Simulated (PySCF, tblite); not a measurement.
# C₇H₁₅ radical: geometry, infrared bands and EPR parameters

What infrared bands and EPR parameters should C₇H₁₅ radical (`[CH2]C[C@@H](C)C(C)C`) show?

The runs use tblite 0.8.0 and PySCF 2.14.0, with density-fitted response routines of our own; the level of theory stands in each step. All values are computed, except where a source is named. Atoms count from 0, in the outputs and in this text.

## (1) Starting geometry

22 atoms, charge 0, multiplicity 2; geometry from: force field or distance geometry start.

Bonds of the start (Å): C0–C1 1.51, C1–C2 1.50, C2–C3 1.53, C2–C4 1.49, C4–C5 1.53, C4–C6 1.48, C0–H7 1.11, C0–H8 1.11, C1–H9 1.12, C1–H10 1.11, C2–H11 1.13, C3–H12 1.12, C3–H13 1.12, C3–H14 1.12, C4–H15 1.13, C5–H16 1.11, C5–H17 1.11, C5–H18 1.11, C6–H19 1.13, C6–H20 1.11, C6–H21 1.13.

## (2) Geometry optimisation with GFN2-xTB

The job: settings as JSON, then the geometry in Å.

```
{"job": {"kind": "relax", "xc": "GFN2-xTB", "basis": "xTB"}, "charge": 0, "multiplicity": 2}
C     -2.433800    -1.113200    -0.536900
C     -0.983600    -0.982900    -0.130400
C     -0.408900     0.361400    -0.460700
C     -1.248500     1.404800     0.272000
C      1.021500     0.557900    -0.111600
C      1.918800    -0.445000    -0.846100
C      1.368000     0.437900     1.325400
H     -2.454000    -1.560000    -1.552100
H     -2.902600    -1.837700     0.165500
H     -0.905900    -1.204400     0.968900
H     -0.458000    -1.813900    -0.647500
H     -0.583600     0.544000    -1.564200
H     -0.879800     2.440400     0.072800
H     -2.311600     1.292700    -0.051500
H     -1.211300     1.205900     1.368800
H      1.375400     1.569800    -0.462700
H      1.714000    -1.438900    -0.398700
H      2.983900    -0.236800    -0.603400
H      1.735000    -0.431600    -1.941600
H      1.576700    -0.628400     1.638700
H      0.703700     0.966600     2.032700
H      2.374100     0.930900     1.461900
```

Run with:

```
> OMP_NUM_THREADS=1 python probes_run.py task.json out
```

The driver reads the jobs from task.json and runs them one after another.

**Question.** This job is followed by: GFN2-xTB harmonic vibrations, gas phase; UKS B3LYP, pcH-1 on C H, non-relativistic, mean-field spin-orbit, GIAO. What will the session give for the following? strongest single infrared mode (GFN2-xTB); zero-point energy (GFN2-xTB); g(iso) (B3LYP); ⟨S²⟩; largest a(iso) (averaged by class); potential on the surface of density 0.002 e/bohr³, 1st and 99th percentile.

**Answer**, as computed:

```
                                                                  quantity                  value
                                 strongest single infrared mode (GFN2-xTB)  3030 cm⁻¹, 106 km/mol
                                              zero-point energy (GFN2-xTB)         125.2 kcal/mol
                                                            g(iso) (B3LYP)                2.00264
                                                                      ⟨S²⟩     0.754 (exact 0.75)
                                        largest a(iso) (averaged by class)   1H on H10, 109.0 MHz
potential on the surface of density 0.002 e/bohr³, 1st and 99th percentile     -0.45 V and 0.57 V
```

**Reading.** Relaxing lowered the energy by 0.952 eV in 119 steps; the close pair that moved most is C2–C4, from 1.485 to 1.541 Å. All 60 modes are real, so the xTB geometry is a minimum. GFN2-xTB is a fitted tight-binding method: band positions and strengths are rough. Its intensities can rank the bands wrongly. C0 carries the largest spin population, 1.08 e. The isotropic g lies 0.3 ppt above the free-electron value. The conformer search found further structures of the same energy, which may be mirror or relabelled copies of this one.
